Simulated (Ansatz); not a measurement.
# F5HW: the cost of one run

Method: RHF/def2-SVP, in Ansatz 0.2.0.

### 1 The structure to begin with

Bond lengths: W1–H2 1.720 Å, W1–F3 1.850 Å, W1–F4 1.850 Å, W1–F5 1.850 Å, W1–F6 1.850 Å, W1–F7 1.850 Å. Angles (14 of 15 angles, heavy atoms first): F3–W1–F4 90.0°, F3–W1–F5 180.0°, F3–W1–F6 90.0°, F3–W1–F7 90.0°, F4–W1–F5 90.0°, F4–W1–F6 180.0°, F4–W1–F7 90.0°, F5–W1–F6 90.0°, F5–W1–F7 90.0°, F6–W1–F7 90.0°, H2–W1–F3 90.0°, H2–W1–F4 90.0°, H2–W1–F5 90.0°, H2–W1–F6 90.0°.

Structure file:

```xyz
7

W     0.0000    0.0000    0.0000
H     0.0000    0.0000    1.7200
F     1.8500    0.0000    0.0000
F     0.0000    1.8500    0.0000
F    -1.8500    0.0000    0.0000
F     0.0000   -1.8500    0.0000
F     0.0000    0.0000   -1.8500
```

### 2 Relaxing the start

input.yaml reads:

```yaml
crystal:
  periodic: [false, false, false]
  atoms:
    - { symbol: W, position_ang: [0.0, 0.0, 0.0] }
    - { symbol: H, position_ang: [0.0, 0.0, 1.72] }
    - { symbol: F, position_ang: [1.85, 0.0, 0.0] }
    - { symbol: F, position_ang: [0.0, 1.85, 0.0] }
    - { symbol: F, position_ang: [-1.85, 0.0, 0.0] }
    - { symbol: F, position_ang: [0.0, -1.85, 0.0] }
    - { symbol: F, position_ang: [0.0, 0.0, -1.85] }
basis:
  gaussian: { orbitals: def2-SVP }
hamiltonian:
  xc: hf
relax:
  f_tol: 0.02
  max_steps: 40
```

Launch:

```
$ ansatz run input.yaml --threads 1 --pin off --max-ram 2048MiB --backend cpu --events-out ev --progress --plain --runs-dir out
```

**Question.** How long does this run take on 1 thread of Intel Xeon at 2.60GHz (Ice Lake), shared host, and how much memory does it need?

About 17 s, with a peak of 0.24 GiB.
